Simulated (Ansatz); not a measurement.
**AlFH5NOSi: one species, many methods**

One table from this session's results is given with a row withheld; the runs are named, their logs left out.

The runs use Ansatz 0.2.0, Gaussian basis; functionals in def2-TZVPP, the program's frozen cores in correlated methods.

The runs, in order: LDA (SPW92), PBE-D4, revPBE-D4, BLYP-D4, r2SCAN-D4, B97M-V, PBE0-D4, B3LYP-D4, r2SCANh-D4, r2SCAN0-D4, HSE06-D4, BHLYP-D4, CAM-B3LYP-D4, LC-ωPBE, ωB97X-V, ωB97M-V, B2PLYP, PBE-QIDH; CCSD(T)/def2-SVP; CCSD(T)/def2-TZVPP; MP2/def2-QZVPP; extrapolation to the limit; RPA on PBE.

## The geometry

The geometry comes from an earlier relaxation with PBE0-D4 in a triple-zeta def2 set; it is a stationary point, not always the lowest conformer.

10 atoms, charge 0, spin multiplicity 1.

Atoms are counted from 1 here; the program's logs count them from 0.

Bond lengths: N1–Al2 1.749 Å, N1–H6 1.006 Å, N1–H7 1.006 Å, Al2–F3 1.645 Å, Al2–O4 1.672 Å, O4–Si5 1.624 Å, Si5–H8 1.487 Å, Si5–H9 1.487 Å, Si5–H10 1.487 Å. Angles: Al2–N1–H6 124.6°, Al2–N1–H7 124.4°, H6–N1–H7 111.0°, N1–Al2–F3 118.8°, N1–Al2–O4 121.5°, F3–Al2–O4 119.7°, Al2–O4–Si5 168.8°, O4–Si5–H8 109.7°, O4–Si5–H9 110.1°, O4–Si5–H10 110.6°, H8–Si5–H9 108.8°, H8–Si5–H10 108.7°, H9–Si5–H10 108.9°.

Set-up of the first run:

in.yaml reads:

```yaml
crystal:
  periodic: [false, false, false]
  atoms:
    - {symbol: N, position_ang: [-1.525748, 0.465692, -1.864121]}
    - {symbol: Al, position_ang: [-0.245082, -0.462620, -1.117056]}
    - {symbol: F, position_ang: [0.403049, -1.727867, -1.944663]}
    - {symbol: O, position_ang: [0.326001, -0.090245, 0.409289]}
    - {symbol: Si, position_ang: [1.077201, 0.026623, 1.844201]}
    - {symbol: H, position_ang: [-1.982271, 1.254350, -1.438395]}
    - {symbol: H, position_ang: [-1.902410, 0.282188, -2.778611]}
    - {symbol: H, position_ang: [0.862768, 1.383701, 2.413231]}
    - {symbol: H, position_ang: [0.531050, -0.982072, 2.790642]}
    - {symbol: H, position_ang: [2.538543, -0.200950, 1.688483]}
basis:
  gaussian: {orbitals: def2-TZVPP}
hamiltonian: {xc: lda}
output: {orbitals: {seedname: orbitals}}
```

Launch:

```console
> ansatz run in.yaml --threads 4 --pin off --events-out ev --progress --plain --max-ram 10444MiB
```

Steps of the session up to this table: LDA; PBE-D4 (GGA); revPBE-D4 (GGA); BLYP-D4 (GGA); r2SCAN-D4 (meta-GGA); B97M-V (meta-GGA); B3LYP-D4 (hybrid); r2SCANh-D4 (hybrid); r2SCAN0-D4 (hybrid); HSE06-D4 (hybrid); BHLYP-D4 (hybrid); CAM-B3LYP-D4 (range-separated); LC-ωPBE (range-separated); ωB97X-V (range-separated); ωB97M-V (range-separated); B2PLYP (double hybrid); PBE-QIDH (double hybrid).

One table of the session follows, with a row left open; its other results are not shown here.

It belongs to the step «Frontier levels by functional». 

```
  functional  HOMO (eV)  gap (eV)
 LDA (SPW92)      -6.55      4.85
      PBE-D4      -6.36      4.90
   revPBE-D4      -6.28      4.97
     BLYP-D4      -6.22      4.82
   r2SCAN-D4      -6.65      5.68
      B97M-V      -6.71      5.37
     PBE0-D4      -7.79      7.19
    B3LYP-D4          ?         ?
  r2SCANh-D4      -7.19      6.49
  r2SCAN0-D4      -8.00      7.69
    HSE06-D4      -7.38      6.41
    BHLYP-D4      -9.12      9.25
CAM-B3LYP-D4      -9.25      9.51
     LC-ωPBE     -10.71     12.27
     ωB97X-V     -10.29     11.62
     ωB97M-V     -10.20     11.15
```

Q: Estimate the row for B3LYP-D4 from the others.

Worked estimate for «HOMO (eV)». Against the share of exact exchange, BLYP-D4 (0, -6.22), BHLYP-D4 (0.5, -9.12) give a slope of -5.80 per unit share; at 0.2 the line stands at -7.38.

**Answer.** HOMO (eV): -7.53; gap (eV): 6.63. In «HOMO (eV)» the line misses by +0.15.
